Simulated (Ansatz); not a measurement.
Write a Python script for the Ansatz DFT code, driven from Python that makes a single point in a Gaussian basis of C2H6N2SSi, SMILES NC(N)=C1[SiH2]S1. Settings: PBE, cc-pVDZ basis, multiplicity 1, D3BJ dispersion.

Contents of `c2h6n2ssi.xyz`:
```text
12

N    -0.20060   -1.64480    0.68180
C     0.16540   -0.30210    0.62270
N     0.77010    0.14250    1.74320
C     0.06470    0.51350   -0.42800
Si   -0.69460    0.55000   -2.01580
S     0.41470    2.11330   -0.65950
H    -0.19300   -2.06340   -0.22660
H     0.36630   -2.08800    1.33410
H     0.26270   -0.08510    2.62200
H     0.93890    1.15520    1.73630
H    -2.02240    1.20950   -2.20510
H     0.20470    0.44420   -3.17110
```

`c2h6n2ssi.py`
```python
"""Single point of C2H6N2SSi."""

import ansatz
import numpy as np
import pandas as pd


def main() -> None:
    c2h6n2ssi = ansatz.Crystal.molecule_from_extxyz("c2h6n2ssi.xyz")

    base = c2h6n2ssi.calculation().basis(gaussian="cc-pVDZ").functional("pbe", dispersion="d3bj").forces()
    rep = base.session().plan(threads=1).execute().report

    for key in ("converged", "free_energy_ev", "reference_energy_ev", "n_frozen", "n_occupied", "n_virtual"):
        print(f"{key:22s} {rep[key]}")

    symbols = [site.symbol for site in c2h6n2ssi.cartesian_sites]
    forces = np.array(rep["forces_ev_ang"])
    print("largest force", round(float(np.linalg.norm(forces, axis=1).max()), 4), "eV/A, rms", round(float(np.sqrt((forces ** 2).mean())), 4))

    charges = rep["charge_distribution"]
    table = pd.DataFrame({"atom": symbols, "mulliken": charges["mulliken_charges_e"], "lowdin": charges["lowdin_charges_e"]})
    print(table.round(3).to_string())
    print("dipole (e A):", np.round(charges["dipole_moment_e_ang"], 4) + 0.0)


if __name__ == "__main__":
    main()
```

```console
$ python c2h6n2ssi.py
converged              True
free_energy_ev         -23848.655125211088
reference_energy_ev    -23848.316632210568
n_frozen               0
n_occupied             [31, 31]
n_virtual              [91, 91]
largest force 3.4813 eV/A, rms 1.1916
   atom  mulliken  lowdin
0     N    -0.067   0.305
1     C    -0.052  -0.376
2     N    -0.097   0.284
3     C    -0.083  -0.455
4    Si     0.171   0.143
5     S    -0.204   0.226
6     H     0.083  -0.014
7     H     0.069  -0.044
8     H     0.095   0.011
9     H     0.090  -0.013
10    H     0.004  -0.030
11    H    -0.007  -0.038
dipole (e A): [-0.1379 -0.6135  0.2113]
```

Total energies depend on the basis set; only differences at equal settings carry meaning. The geometry is a force-field or estimated start, not a minimum of this method, and the basis set is short of its limit. The Löwdin charges here are taken after orthogonalising the functions within each atom; they differ from plain Löwdin charges, and their signs can be unphysical. Total less reference energy is the dispersion correction. The whole script took 5.5 s on 1 thread of Intel(R) Xeon(R) 6975P-C (Granite Rapids) (shared host), peak memory 0.3 GiB.

(A comment or docstring line of the script was reworded after the run, the code is as it ran; lines on the test bed's own set-up are left out of the output.)
